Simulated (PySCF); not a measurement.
# FGaH5N: the cost of one run

Computed with PySCF 2.14.0, with density-fitted response routines of our own, on a single molecule in the gas phase. Atoms are numbered from 0 throughout.

## 1. The starting structure

8 atoms, charge 0, multiplicity 1; geometry from: GFN2-xTB. The atoms were then displaced at random by about 0.01 Å, so the start is not that level's minimum.

Bonds of the start (Å): N0–Ga1 2.20, Ga1–F2 1.76, N0–H3 1.00, N0–H4 1.03, N0–H5 1.04, Ga1–H6 1.53, Ga1–H7 1.53.

## 2. Geometry optimisation at PBE0-D3(BJ)/def2-SVP

The job: settings as JSON, then the geometry in Å.

```
{"job": {"xc": "PBE0", "basis": "def2-SVP", "d3": "d3bj", "grid": 1, "shake": 0.01, "kind": "geom"}, "charge": 0, "multiplicity": 1}
N      1.064930     0.036810     0.106980
Ga    -1.113320    -0.250220    -0.027790
F     -1.252000     1.315060    -0.815900
H      1.699700    -0.624800     0.514670
H      1.336940     0.225270    -0.869890
H      1.151730     0.949770     0.600740
H     -1.573760    -0.248420     1.434860
H     -1.259090    -1.422620    -0.996130
```

The run is started by

```
$ OMP_NUM_THREADS=1 python probes_run.py task.json out
```

This one command runs all jobs of the session in turn.

**Question.** How long does this first job take on 1 thread of Arm Neoverse V2, shared host, and how much memory does it need?

About 15 s, with a peak of 0.36 GiB.
